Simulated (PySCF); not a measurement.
# C₇H₁₄O: magnetic properties

Wanted: magnetic properties for C₇H₁₄O (`CC[C@@H]1[C@@H](C)[C@@H]1OC`).

Computed with PySCF 2.14.0 and routines of our own; the level stands in each step. Atoms count from 0.

## Step 1: The system as given

22 atoms, charge 0, multiplicity 1; geometry from: GFN2-xTB.

## Step 2: Magnetic properties: GIAO HF/pcSseg-1

The job: settings as JSON, then the geometry in Å.

```
{"job": {"kind": "mag", "xc": "HF", "basis": "pcSseg-1", "isotopologues": 2}, "charge": 0, "multiplicity": 1}
C      2.816825    -0.521274     0.335384
C      1.513450    -1.021329    -0.279364
C      0.613081     0.131151    -0.655605
C     -0.286905     0.756349     0.377391
C     -0.483285     2.250102     0.429657
C     -0.872775    -0.060908    -0.746175
O     -1.392490    -1.328232    -0.490438
C     -2.697777    -1.288277     0.034652
H      2.613877     0.075577     1.221688
H      3.453146    -1.356423     0.617967
H      3.358529     0.098459    -0.376057
H      0.988773    -1.667823     0.424691
H      1.730229    -1.614023    -1.171258
H      1.047030     0.803834    -1.387251
H     -0.284629     0.272281     1.347370
H      0.337868     2.720476     0.968483
H     -0.517284     2.666121    -0.574824
H     -1.413391     2.500631     0.937869
H     -1.412412     0.477955    -1.527012
H     -2.726374    -0.768393     0.999229
H     -3.010060    -2.321918     0.168442
H     -3.385838    -0.784951    -0.655686
```

With the program's defaults for keys left out, this is: GIAO HF/pcSseg-1 magnetisability, rotational g tensor and spin-rotation constants, non-relativistic, gas phase.

Run with:

```bash
$ OMP_NUM_THREADS=1 python excited_run.py task.json out
```

This one command runs all jobs of the session in turn.

What it wrote:

```text
final grid: 164872 points
cycle   1  E = -347.8747713735  dE =  1.911e+00  |g| = 6.154e-01  |ddm| = 3.888e+00
cycle   2  E = -347.9688335542  dE = -9.406e-02  |g| = 2.877e-01  |ddm| = 6.159e-01
cycle   3  E = -347.9842973897  dE = -1.546e-02  |g| = 9.012e-02  |ddm| = 2.572e-01
cycle   4  E = -347.9862540025  dE = -1.957e-03  |g| = 1.431e-02  |ddm| = 8.580e-02
cycle   5  E = -347.9863113184  dE = -5.732e-05  |g| = 3.248e-03  |ddm| = 2.086e-02
cycle   6  E = -347.9863151583  dE = -3.840e-06  |g| = 7.687e-04  |ddm| = 5.172e-03
cycle   7  E = -347.9863154390  dE = -2.807e-07  |g| = 2.871e-04  |ddm| = 1.854e-03
cycle   8  E = -347.9863154703  dE = -3.132e-08  |g| = 7.362e-05  |ddm| = 5.189e-04
cycle   9  E = -347.9863154733  dE = -2.942e-09  |g| = 1.379e-05  |ddm| = 1.843e-04
cycle  10  E = -347.9863154734  dE = -8.902e-11  |g| = 4.426e-06  |ddm| = 2.859e-05
converged SCF energy = -347.9863154734

Magnetisability tensor (1e-30 J/T^2)
    -1537.54       -5.15       14.96
       -5.15    -1644.91       50.34
       14.96       50.34    -1464.21
isotropic -1548.89   principal values   -1658.62  -1538.88  -1449.16
isotropic susceptibility -93.276 1e-6 cm^3/mol

Inertial axes            a          b          c
rot. const./GHz      2.5819     1.4179     1.0210
chi total           -92.593    -97.565    -89.671
chi diamagnetic    -614.241  -1015.064  -1360.848
chi paramagnetic    521.648    917.499   1271.177
quadrupole/D A        3.477     -4.188      0.711
g nuclear            0.6322     0.6172     0.6089
g electronic        -0.6328    -0.6112    -0.6097
g total             -0.0006     0.0060    -0.0008

Spin-rotation constants (kHz, H = +C I.J)
atom  isotope        aa         bb         cc
  8     1H       -0.282     -0.064     -0.048
  9     1H       -0.201     -0.041     -0.093
 10     1H       -0.186     -0.132     -0.036
 11     1H       -0.205     -0.126     -0.032
 12     1H       -0.281     -0.059     -0.039
 13     1H       -0.224     -0.136     -0.040
 14     1H       -0.296     -0.164      0.007
 15     1H       -0.045     -0.130     -0.089
 16     1H       -0.313     -0.160      0.012
 17     1H       -0.065     -0.129     -0.081
 18     1H       -0.172     -0.132     -0.021
 19     1H       -0.278     -0.063     -0.015
 20     1H       -0.231      0.027     -0.092
 21     1H       -0.140     -0.110     -0.036
  0    13C*       0.314      0.183      0.137
  1    13C*       0.384      0.186      0.136
  2    13C*       0.484      0.146      0.139
  3    13C*       0.359      0.172      0.125
  4    13C*       0.363      0.165      0.139
  5    13C*       0.638      0.187      0.199
  6    17O*      -0.196     -0.026     -0.050
  7    13C*       0.367      0.300      0.205
* in the singly substituted isotopologue

Isotopologues: g along a, b, c
2H    at 8,9,10,11,12,1    -0.0006     0.0050    -0.0007
13C   at 0                 -0.0006     0.0059    -0.0008
```

Run time: 18 s. Hardware: 1 thread of Arm Neoverse V2, shared host; peak memory 1 GiB.

Key values:

```csv
quantity,value
magnetisability,-1549·10⁻³⁰ J/T²
molar susceptibility,-93.3·10⁻⁶ cm³/mol
"rotational g (a, b, c)","-0.0006, 0.0060, -0.0008"
```

## Step 3: Magnetic properties: GIAO X3LYP/6-31G*

Settings changed since step 2:

```diff
@@ -1,2 +1,2 @@
-{"job": {"kind": "mag", "xc": "HF", "basis": "pcSseg-1", "isotopologues": 2}, "charge": 0, "multiplicity": 1}
+{"job": {"kind": "mag", "xc": "X3LYP", "basis": "6-31G*"}, "charge": 0, "multiplicity": 1}
 C      2.816825    -0.521274     0.335384
```

Method: GIAO X3LYP/6-31G* magnetisability, rotational g tensor and spin-rotation constants, non-relativistic, gas phase.

What it wrote:

```text
coarse grid: 17368 points
cycle   1  E = -350.1287995768  dE =  9.227e-01  |g| = 6.785e-01  |ddm| = 4.058e+00
cycle   2  E = -350.0577466051  dE =  7.105e-02  |g| = 9.154e-01  |ddm| = 1.696e+00
cycle   3  E = -350.2346434076  dE = -1.769e-01  |g| = 1.079e-01  |ddm| = 1.045e+00
cycle   4  E = -350.2367248261  dE = -2.081e-03  |g| = 3.765e-02  |ddm| = 1.212e-01
cycle   5  E = -350.2370411015  dE = -3.163e-04  |g| = 7.334e-03  |ddm| = 4.186e-02
cycle   6  E = -350.2370523632  dE = -1.126e-05  |g| = 2.817e-03  |ddm| = 1.021e-02
cycle   7  E = -350.2370542752  dE = -1.912e-06  |g| = 2.746e-04  |ddm| = 2.823e-03
final grid: 164872 points
cycle   8  E = -350.1726742402  dE = -3.522e-05  |g| = 7.946e-03  |ddm| = 2.867e-02
cycle   9  E = -350.1726693199  dE =  4.920e-06  |g| = 9.233e-03  |ddm| = 1.710e-02
cycle  10  E = -350.1726909968  dE = -2.168e-05  |g| = 9.280e-04  |ddm| = 9.121e-03
cycle  11  E = -350.1726911626  dE = -1.658e-07  |g| = 1.973e-04  |ddm| = 1.078e-03
cycle  12  E = -350.1726911698  dE = -7.257e-09  |g| = 4.169e-05  |ddm| = 2.265e-04
cycle  13  E = -350.1726911701  dE = -3.319e-10  |g| = 1.799e-05  |ddm| = 5.513e-05
converged SCF energy = -350.1726911701

Magnetisability tensor (1e-30 J/T^2)
    -1461.93       -2.13       12.91
       -2.13    -1572.54       47.58
       12.91       47.58    -1397.54
isotropic -1477.33   principal values   -1584.87  -1463.54  -1383.60
isotropic susceptibility -88.967 1e-6 cm^3/mol

Inertial axes            a          b          c
rot. const./GHz      2.5819     1.4179     1.0210
chi total           -88.018    -93.310    -85.573
chi diamagnetic    -611.853  -1013.526  -1358.782
chi paramagnetic    523.835    920.216   1273.208
quadrupole/D A        2.813     -3.408      0.594
g nuclear            0.6322     0.6172     0.6089
g electronic        -0.6354    -0.6130    -0.6107
g total             -0.0032     0.0042    -0.0018

Spin-rotation constants (kHz, H = +C I.J)
atom  isotope        aa         bb         cc
  8     1H       -0.288     -0.064     -0.048
  9     1H       -0.205     -0.042     -0.096
 10     1H       -0.188     -0.137     -0.037
 11     1H       -0.210     -0.124     -0.031
 12     1H       -0.287     -0.057     -0.038
 13     1H       -0.220     -0.136     -0.035
 14     1H       -0.301     -0.164      0.015
 15     1H       -0.044     -0.132     -0.093
 16     1H       -0.322     -0.161      0.014
 17     1H       -0.065     -0.131     -0.085
 18     1H       -0.166     -0.134     -0.018
 19     1H       -0.282     -0.062     -0.014
 20     1H       -0.235      0.027     -0.095
 21     1H       -0.137     -0.112     -0.036
  0    13C*       0.319      0.186      0.139
  1    13C*       0.397      0.193      0.141
  2    13C*       0.501      0.164      0.149
  3    13C*       0.375      0.185      0.139
  4    13C*       0.370      0.167      0.143
  5    13C*       0.663      0.209      0.210
  6    17O*      -0.256     -0.060     -0.075
  7    13C*       0.373      0.313      0.210
* in the singly substituted isotopologue
```

It took 20 s on 1 thread of Arm Neoverse V2, shared host; peak memory 0.75 GiB.

In short:

```csv
quantity,value
magnetisability,-1477·10⁻³⁰ J/T²
molar susceptibility,-89.0·10⁻⁶ cm³/mol
"rotational g (a, b, c)","-0.0032, 0.0042, -0.0018"
```

## Step 4: The levels compared

```csv
level,ξ (10⁻³⁰ J/T²),g(a),g(b),gap (eV),functions,time
GIAO HF/pcSseg-1,-1549,-0.0006,0.0060,14.59,206,18 s
GIAO X3LYP/6-31G*,-1477,-0.0032,0.0042,9.23,140,20 s
```

## Step 5: Summary of results

| quantity | value |
| --- | --- |
| magnetisability (step 2, GIAO HF/pcSseg-1) | -1549·10⁻³⁰ J/T² |
| molar susceptibility (step 2, GIAO HF/pcSseg-1) | -93.3·10⁻⁶ cm³/mol |
| rotational g (a, b, c) (step 2, GIAO HF/pcSseg-1) | -0.0006, 0.0060, -0.0008 |
| magnetisability over the levels | -1549 to -1477·10⁻³⁰ J/T² |

The magnetisability spreads by 4.7 % over 2 levels of like cost. Two levels can agree by chance, so this spread shows no convergence. Vibrational averaging and real surroundings are missing from these values.
